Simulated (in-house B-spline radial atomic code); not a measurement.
# Co¹⁸⁺: excited configurations in jj coupling

Wanted: excitation energies of Co¹⁸⁺ as differences of total energies (ΔSCF).

Program: in-house B-spline radial atomic code version 1. Level of theory: Dirac-Hartree-Fock, average of configuration, Fermi nucleus, basis-set limit. These are calculated values, not measurements, unless marked.

## (1) The atom as given

| Property | Result |
| --- | --- |
| element | cobalt (Z = 27) |
| charge | +18 |
| electrons | 9 |
| configuration | 1s2 2s2 2p-2 2p+3 |
| Hamiltonian | Dirac-Coulomb |
| nucleus | Fermi, rms radius 3.788 fm |

In configurations, a minus sign after the shell means j = l − 1/2 and a plus sign j = l + 1/2; the count of electrons follows.

Settings, as recorded:

```ini
Z = 27
electrons = 9.0
configuration = 1s2 2s2 2p-2 2p+3
hamiltonian = dirac
method = hf
spin_polarised = False
nucleus = fermi
rms_radius = 3.7875
mass_number = 59
atomic_mass = 58.933193524
speed_of_light = 137.035999084
```

From the earlier run of the reference: total energy -1195.832048 hartree. Levels, eight at most:

| orbital | occupation | energy (eV) | <r> (bohr) |
| --- | --- | --- | --- |
| 1s1/2 | 2 | -8529.05 | 0.05605 |
| 2s1/2 | 2 | -1631.59 | 0.2469 |
| 2p1/2 | 2 | -1518.23 | 0.2142 |
| 2p3/2 | 3 | -1503.84 | 0.2170 |

## (2) Run with 1s2 2s2 2p-2 2p+2 4f-1

The settings differ from step 1 so:

```diff
@@ -2,3 +2,3 @@
 electrons = 9.0
-configuration = 1s2 2s2 2p-2 2p+3
+configuration = 1s2 2s2 2p-2 2p+2 4f-1
 hamiltonian = dirac
```

Command:

```sh
python run_scf.py task.json out
```

The settings of every run stand in task.json; they run in order.

From the run's result record (rounded, not every field):

```text
{
  "status": "converged",
  "scf [iteration, energy, orbital gradient]": [
    [1, -1142.58012518, 2.09],
    [2, -1151.94089349, 0.106],
    [3, -1151.96593293, 0.0501],
    [4, -1151.97154735, 0.0238],
    [5, -1151.97316742, 0.00166],
    [6, -1151.97317259, 4.65e-05],
    [7, -1151.97317259, 3.88e-07],
    [8, -1151.97317259, 1.66e-08]
  ],
  "energy [hartree]": {"total": -1151.97317259, "kinetic": 1172.94708974, "nuclear": -2473.54516105, "coulomb": 181.202489775, "exact_exchange": -32.5775910584},
  "breit [hartree]": {"gaunt": 0.4740344, "retardation": -0.03360429, "frequency_dependence": -0.0007591278},
  "qed [hartree]": {"self_energy": 0.3853185, "uehling": -0.03349394, "wichmann_kroll": 0.0002197724},
  "recoil [hartree]": 0.009082517,
  "total_with_corrections [hartree]": -1151.1723748,
  "orbitals [hartree, bohr; first row names the columns]": [
    ["name", "occ", "eps", "<r>"],
    ["1s1/2", 2.0, -317.37552, 0.055987],
    ["2s1/2", 2.0, -62.146884, 0.24392],
    ["2p1/2", 2.0, -58.490115, 0.21055],
    ["2p3/2", 2.0, -58.005379, 0.21309],
    ["4f5/2", 1.0, -11.312481, 0.94208]
  ],
  "sum_r [bohr^k]": {"-1": 91.61297, "1": 2.389159, "2": 1.353171},
  "energy_minus_base [hartree]": 43.8588751,
  "energy_minus_base_with_corrections [hartree]": 43.8336317
}
```

It took 0.67 s on 1 thread, shared host.

energy_minus_base is the energy less that of the reference run.

## (3) 1s2 2s2 2p-1 2p+3 6p+1

The settings differ from step 2 so:

```diff
@@ -2,3 +2,3 @@
 electrons = 9.0
-configuration = 1s2 2s2 2p-2 2p+2 4f-1
+configuration = 1s2 2s2 2p-1 2p+3 6p+1
 hamiltonian = dirac
```

Main fields:

```text
{
  "status": "converged",
  "scf [iteration, energy, orbital gradient]": [
    [1, -1136.03350527, 1.64],
    [2, -1145.37337302, 0.106],
    [3, -1145.39871344, 0.05],
    [4, -1145.40437919, 0.0237],
    [5, -1145.40600327, 0.00115],
    [6, -1145.40600862, 1.43e-05],
    [7, -1145.40600862, 3.67e-07],
    [8, -1145.40600862, 4.67e-09]
  ],
  "energy [hartree]": {"total": -1145.40600862, "kinetic": 1165.16883668, "nuclear": -2453.48131675, "coulomb": 174.091151694, "exact_exchange": -31.1846802421},
  "breit [hartree]": {"gaunt": 0.4567069, "retardation": -0.03380394, "frequency_dependence": -0.001102879},
  "qed [hartree]": {"self_energy": 0.3867263, "uehling": -0.03348487, "wichmann_kroll": 0.0002197097},
  "recoil [hartree]": 0.009024034,
  "total_with_corrections [hartree]": -1144.62172343,
  "orbitals [hartree, bohr; first row names the columns]": [
    ["name", "occ", "eps", "<r>"],
    ["1s1/2", 2.0, -318.10579, 0.055985],
    ["2s1/2", 2.0, -62.84763, 0.24389],
    ["2p1/2", 1.0, -59.396437, 0.21026],
    ["2p3/2", 3.0, -58.642139, 0.21311],
    ["6p3/2", 1.0, -5.2698356, 2.6537]
  ],
  "sum_r [bohr^k]": {"-1": 90.86986, "1": 4.103029, "2": 8.261196},
  "energy_minus_base [hartree]": 50.426039,
  "energy_minus_base_with_corrections [hartree]": 50.3842831
}
```

Wall time 0.86 s (1 thread, shared host).

Radial density 4πr²n(r) and radial functions P(r) = rR(r):

```csv
r (bohr),4πr²n,2p3/2,6p3/2
0.00451,2.935,0.0122,0.0022
0.00674,5.721,0.0264,0.0047
0.0101,10.55,0.0564,0.0100
0.0151,17.73,0.1174,0.0209
0.0225,26.06,0.2356,0.0418
0.0336,31.74,0.4528,0.0797
0.0502,29.89,0.8131,0.1406
0.0750,22.53,1.3216,0.2187
0.112,21.13,1.8579,0.2733
0.167,26.50,2.1180,0.2106
0.250,20.86,1.7806,-0.0563
0.374,6.464,0.9562,-0.3544
0.559,0.4982,0.2651,-0.1301
0.835,0.2030,0.0276,0.4452
1.25,0.02647,0.0006,-0.1625
1.86,0.1191,-0.0001,-0.3451
2.78,0.6448,0.0003,0.8030
4.16,0.06963,0.0001,0.2639
6.22,3.163e-05,0.0000,0.0056
9.29,1.359e-11,0.0000,0.0000
```

Clear maxima of the radial density (full grid of the record): 0.041, 0.17, 0.83, 1.5, 2.8 bohr.

## (4) Configuration 1s2 2s1 2p-1 2p+4 4f-1

The settings differ from step 3 so:

```diff
@@ -2,3 +2,3 @@
 electrons = 9.0
-configuration = 1s2 2s2 2p-1 2p+3 6p+1
+configuration = 1s2 2s1 2p-1 2p+4 4f-1
 hamiltonian = dirac
```

Main fields:

```text
{
  "status": "converged",
  "scf [iteration, energy, orbital gradient]": [
    [1, -1136.65822035, 2.04],
    [2, -1146.61142007, 0.156],
    [3, -1146.65168825, 0.0726],
    [4, -1146.66045633, 0.0338],
    [5, -1146.66287973, 0.00239],
    [6, -1146.66289183, 2.08e-05],
    [7, -1146.66289183, 2.35e-07]
  ],
  "energy [hartree]": {"total": -1146.66289183, "kinetic": 1164.99212963, "nuclear": -2463.09491153, "coulomb": 182.443309193, "exact_exchange": -31.0034191253},
  "breit [hartree]": {"gaunt": 0.4637802, "retardation": -0.03791386, "frequency_dependence": -0.001508764},
  "qed [hartree]": {"self_energy": 0.3682223, "uehling": -0.03190036, "wichmann_kroll": 0.0002093538},
  "recoil [hartree]": 0.008662759,
  "total_with_corrections [hartree]": -1145.89334016,
  "orbitals [hartree, bohr; first row names the columns]": [
    ["name", "occ", "eps", "<r>"],
    ["1s1/2", 2.0, -316.85102, 0.056051],
    ["2s1/2", 1.0, -62.347057, 0.24394],
    ["2p1/2", 1.0, -58.229897, 0.21093],
    ["2p3/2", 4.0, -57.408583, 0.21389],
    ["4f5/2", 1.0, -11.30967, 0.94257]
  ],
  "sum_r [bohr^k]": {"-1": 91.22591, "1": 2.365109, "2": 1.342575},
  "energy_minus_base [hartree]": 49.1691558,
  "energy_minus_base_with_corrections [hartree]": 49.1126664
}
```

It took 0.66 s on 1 thread, shared host.

## (5) Configuration 1s2 2s2 2p+4 6d+1

The settings differ from step 4 so:

```diff
@@ -2,3 +2,3 @@
 electrons = 9.0
-configuration = 1s2 2s1 2p-1 2p+4 4f-1
+configuration = 1s2 2s2 2p+4 6d+1
 hamiltonian = dirac
```

Main fields:

```text
{
  "status": "converged",
  "scf [iteration, energy, orbital gradient]": [
    [1, -1135.11156577, 2.07],
    [2, -1144.43504691, 0.102],
    [3, -1144.44855231, 0.0498],
    [4, -1144.45165738, 0.0243],
    [5, -1144.45258626, 0.000864],
    [6, -1144.45258783, 2.25e-05],
    [7, -1144.45258783, 2.52e-07]
  ],
  "energy [hartree]": {"total": -1144.45258783, "kinetic": 1162.99484535, "nuclear": -2450.32919889, "coulomb": 178.141173213, "exact_exchange": -35.2594075048},
  "breit [hartree]": {"gaunt": 0.4480712, "retardation": -0.03368019, "frequency_dependence": -0.001428458},
  "qed [hartree]": {"self_energy": 0.388118, "uehling": -0.03347926, "wichmann_kroll": 0.0002196688},
  "recoil [hartree]": 0.009033183,
  "total_with_corrections [hartree]": -1143.67573363,
  "orbitals [hartree, bohr; first row names the columns]": [
    ["name", "occ", "eps", "<r>"],
    ["1s1/2", 2.0, -318.19563, 0.05598],
    ["2s1/2", 2.0, -62.855223, 0.24384],
    ["2p3/2", 4.0, -58.589124, 0.21314],
    ["6d5/2", 1.0, -5.1126157, 2.6287]
  ],
  "sum_r [bohr^k]": {"-1": 90.75312, "1": 4.080928, "2": 8.167492},
  "energy_minus_base [hartree]": 51.3794598,
  "energy_minus_base_with_corrections [hartree]": 51.3302729
}
```

Run time: 0.55 s. Hardware: 1 thread, shared host.

## (6) Configuration 1s2 2s1 2p-2 2p+3 6p-1

The settings differ from step 5 so:

```diff
@@ -2,3 +2,3 @@
 electrons = 9.0
-configuration = 1s2 2s2 2p+4 6d+1
+configuration = 1s2 2s1 2p-2 2p+3 6p-1
 hamiltonian = dirac
```

Main fields:

```text
{
  "status": "converged",
  "scf [iteration, energy, orbital gradient]": [
    [1, -1131.22574692, 2.07],
    [2, -1141.17087491, 0.158],
    [3, -1141.21125495, 0.0731],
    [4, -1141.22001347, 0.0339],
    [5, -1141.22242019, 0.00252],
    [6, -1141.22243227, 1.44e-05],
    [7, -1141.22243227, 3.8e-07],
    [8, -1141.22243227, 9.21e-09]
  ],
  "energy [hartree]": {"total": -1141.22243227, "kinetic": 1160.78219935, "nuclear": -2448.34351103, "coulomb": 177.418686859, "exact_exchange": -31.0798074433},
  "breit [hartree]": {"gaunt": 0.4802101, "retardation": -0.03810013, "frequency_dependence": -0.001174932},
  "qed [hartree]": {"self_energy": 0.3668276, "uehling": -0.03190678, "wichmann_kroll": 0.0002093999},
  "recoil [hartree]": 0.008587018,
  "total_with_corrections [hartree]": -1140.43778006,
  "orbitals [hartree, bohr; first row names the columns]": [
    ["name", "occ", "eps", "<r>"],
    ["1s1/2", 2.0, -317.4236, 0.056056],
    ["2s1/2", 1.0, -63.008536, 0.244],
    ["2p1/2", 2.0, -58.680537, 0.21123],
    ["2p3/2", 3.0, -58.128052, 0.21391],
    ["6p1/2", 1.0, -5.282581, 2.6472]
  ],
  "sum_r [bohr^k]": {"-1": 90.67956, "1": 4.067445, "2": 8.209069},
  "energy_minus_base [hartree]": 54.6096154,
  "energy_minus_base_with_corrections [hartree]": 54.5682265
}
```

Run time: 0.77 s. Hardware: 1 thread, shared host.

## (7) The excitation energies

| net move | configuration | energy above the reference (eV) | with Breit, QED, recoil (eV) | largest <r> (bohr) |
| --- | --- | --- | --- | --- |
| 2p3/2 → 4f5/2 | 1s2 2s2 2p-2 2p+2 4f-1 | 1193.46 | 1192.77 | 0.942 |
| 2p1/2, 2s → 2p3/2, 4f5/2 | 1s2 2s1 2p-1 2p+4 4f-1 | 1337.96 | 1336.42 | 0.943 |
| 2p1/2 → 6p3/2 | 1s2 2s2 2p-1 2p+3 6p+1 | 1372.16 | 1371.03 | 2.65 |
| 2×2p1/2 → 2p3/2, 6d5/2 | 1s2 2s2 2p+4 6d+1 | 1398.11 | 1396.77 | 2.63 |
| 2s → 6p1/2 | 1s2 2s1 2p-2 2p+3 6p-1 | 1486.00 | 1484.88 | 2.65 |

**Reading.** The lowest of them is 2p3/2 → 4f5/2 at 1193.46 eV and the highest 2s → 6p1/2 at 1486.00 eV. Two partly filled shells share a symmetry and can mix in the average, which may lower the energy, for: 2p1/2 → 6p3/2. These are averages over configurations, without correlation, not spectroscopic levels.
